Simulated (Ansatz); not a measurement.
# BaY (L10 type): how the settings move a single-point run

How sensitive is a single-point run of BaY (L10 type) to its settings? A reference run comes first, then one run with altered input.

Computed with Ansatz 0.2.0 (reference: DFT, LDA, all-electron LAPW, scalar-relativistic, unless a step's input says otherwise).

1 further run of the same task is left out (set aside as unsound or not needed).

### Step 1. The starting structure

The structure is tetragonal, space group P4/mmm (No. 123). Conventional cell: a = 3.904 Å, b = 3.904 Å, c = 5.856 Å, α = 90.00°, β = 90.00°, γ = 90.00°. Around Ba (site symmetry 4/mmm) lie 4 Ba at 3.90 Å and 8 Y at 4.02 Å. Y (site symmetry 4/mmm) is surrounded by 4 Y at 3.90 Å and 8 Ba at 4.02 Å.

As a file:

```
Ba Y
1.0
     3.90388    0.00000    0.00000
     0.00000    3.90388    0.00000
     0.00000    0.00000    5.85551
Ba Y
1 1
Direct
  0.00000 0.00000 0.00000
  0.50000 0.50000 0.50000
```

### Step 2. Baseline

input.yaml

```yaml
crystal:
  lattice:
    - [3.9038829515, 0.0, 0.0]
    - [0.0, 3.9038829515, 0.0]
    - [0.0, 0.0, 5.8555097825]
  atoms:
    - { symbol: Ba, position: [0.0, 0.0, 0.0] }
    - { symbol: "Y", position: [0.5, 0.5, 0.5] }
kpoints:
  mp_grid: { grid: [11, 11, 8] }
scf:
  occupations: { method: fermi_dirac, width: 0.03 }
hamiltonian:
  xc: lda
  pseudopotentials: { kind: all_electron, lapw: { basis_error: 0.00025 } }
output:
  forces: true
  stress: true
  eigenvalues: true
```

Command:

```
> ansatz run input.yaml --threads 1 --pin off --max-ram 2048MiB --backend cpu --events-out ev --progress --plain --runs-dir out
```

### Step 3. Changing settings: lower_state_search off, xc pbesol, hubbard.sites [{species: Y, l: d, u_eff: 1.0}], hubbard.double_counting fll

input.yaml: that of step 2 with these lines changed.

```diff
@@ -12,5 +12,7 @@
   occupations: { method: fermi_dirac, width: 0.03 }
+  lower_state_search: "off"
 hamiltonian:
-  xc: lda
+  xc: pbesol
   pseudopotentials: { kind: all_electron, lapw: { basis_error: 0.00025 } }
+  hubbard: { sites: [{ species: "Y", l: d, u_eff: 1.0 }], double_counting: fll }
 output:
```

Before running it: what results should come out? Wanted: for each run, ending; energy change; pressure; gap; force.

The runs gave:

| run | ending | energy change | pressure (GPa) | gap (eV) | force (eV/Å) | cycles | time |
| --- | --- | --- | --- | --- | --- | --- | --- |
| reference | converged | - | -2.9 | 0.00 | 0.00 | 10 | 71 s |
| 1: lower_state_search off, xc pbesol, hubbard.sites [{species: Y, l: d, u_eff: 1.0}], hubbard.double_counting fll | converged | not comparable | -1.3 | 0.00 | 0.00 | 12 | 96 s |

Residual by cycle in the longest SCF loop of each run; runs are numbered as in the table. The quantity is the density residual dr2, in eV.

| cycle | reference | run 1 |
| --- | --- | --- |
| 1 | 0.611 | 1.17 |
| 2 | 0.0365 | 0.114 |
| 3 | 0.0291 | 0.0471 |
| 4 | 0.00146 | 0.00248 |
| 5 | 7.8e-4 | 0.00214 |
| 6 | 2.3e-4 | 4.2e-4 |
| 7 | 1.1e-5 | 1.9e-5 |
| 8 | 3.1e-6 | 4.2e-6 |
| 9 | 2.5e-7 | 1.3e-6 |
| 10 | 3.7e-8 | 8.8e-8 |
| 11 | - | 1.0e-8 |
| 12 | - | 9.4e-9 |

**Reading.** After a change of functional the difference of the totals has no physical meaning; the pressure goes from -2.9 to -1.3 GPa. The search for lower states and Hubbard U changed too. A changed U is a change of model: its shifts are not errors of convergence.
